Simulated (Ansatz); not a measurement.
# CH₆BNO₂: up Jacob's ladder to CCSD(T)

An exercise on one series of results from a longer session: the logs are not shown, and one member is left open.

Program: Ansatz 0.2.0, Gaussian basis. Level of theory: functionals in def2-TZVPP, the program's frozen cores in correlated methods. These are calculated values, not measurements.

The runs, in order: PBE-D4, r2SCAN-D4, PBE0-D4, B3LYP-D4, ωB97X-V, ωB97M-V, B2PLYP; CCSD(T)/def2-TZVPP; CCSD(T)/def2-QZVPP; extrapolation to the limit.

## The geometry

An earlier PBE0-D4 in a triple-zeta def2 set relaxation fixed the geometry.

SMILES `OBNCO`, 11 atoms, charge 0, spin multiplicity 1.

Atoms are counted from 1 here; the program's logs count them from 0.

Bond lengths: O1–B2 1.361 Å, O1–H6 0.965 Å, B2–N3 1.417 Å, B2–H7 1.197 Å, N3–C4 1.435 Å, N3–H8 1.005 Å, C4–O5 1.413 Å, C4–H9 1.096 Å, C4–H10 1.095 Å, O5–H11 0.963 Å. Angles: B2–O1–H6 112.1°, O1–B2–N3 122.0°, O1–B2–H7 118.7°, N3–B2–H7 119.4°, B2–N3–C4 124.4°, B2–N3–H8 119.7°, C4–N3–H8 115.8°, N3–C4–O5 112.5°, N3–C4–H9 109.1°, N3–C4–H10 111.7°, O5–C4–H9 111.3°, O5–C4–H10 104.1°, H9–C4–H10 108.1°, C4–O5–H11 107.8°.

Set-up of the first run:

Contents of in.yaml:

```yaml
crystal:
  periodic: [false, false, false]
  atoms:
    - {symbol: O, position_ang: [-0.314705, 1.764965, -0.809108]}
    - {symbol: B, position_ang: [0.827806, 1.104180, -0.475558]}
    - {symbol: N, position_ang: [0.809275, -0.223309, 0.019180]}
    - {symbol: C, position_ang: [-0.361537, -1.050799, 0.078705]}
    - {symbol: O, position_ang: [-1.425660, -0.431261, 0.771778]}
    - {symbol: H, position_ang: [-1.105405, 1.281455, -0.540425]}
    - {symbol: H, position_ang: [1.875681, 1.669669, -0.600266]}
    - {symbol: H, position_ang: [1.669831, -0.664002, 0.292745]}
    - {symbol: H, position_ang: [-0.098196, -2.012634, 0.532739]}
    - {symbol: H, position_ang: [-0.770242, -1.246509, -0.917858]}
    - {symbol: H, position_ang: [-1.106857, -0.191756, 1.648077]}
basis:
  gaussian: {orbitals: def2-TZVPP}
hamiltonian: {xc: pbe, dispersion: d4}
output: {forces: true, orbitals: {seedname: orbitals}}
```

The run is started by

```console
$ ansatz run in.yaml --threads 2 --pin off --events-out ev --progress --plain --max-ram 32768MiB --backend cpu
```

Among the steps run: PBE-D4 (GGA); r2SCAN-D4 (meta-GGA); PBE0-D4 (hybrid); B3LYP-D4 (hybrid); ωB97X-V (range-separated); ωB97M-V (range-separated); B2PLYP (double hybrid); CCSD(T) in def2-TZVPP; CCSD(T) in def2-QZVPP.

One table of the session follows, with a row left open; its other results are not shown here.

| method | atomisation energy (eV) |
| --- | --- |
| PBE-D4 | 46.118 |
| r2SCAN-D4 | 45.007 |
| PBE0-D4 | 44.990 |
| B3LYP-D4 | 45.039 |
| ωB97X-V | 45.023 |
| ωB97M-V | 45.185 |
| B2PLYP | 44.579 |
| HF/def2-TZVPP | ? |
| MP2/def2-TZVPP | 44.685 |
| CCSD/def2-TZVPP | 42.965 |
| CCSD(T)/def2-TZVPP | 43.673 |
| MP2/CBS | 45.934 |
| CCSD(T)/CBS | 44.873 |

Estimate the missing values for HF/def2-TZVPP.

**Answer.** atomisation energy (eV): 31.721. In the column «atomisation energy (eV)» it is the lowest.
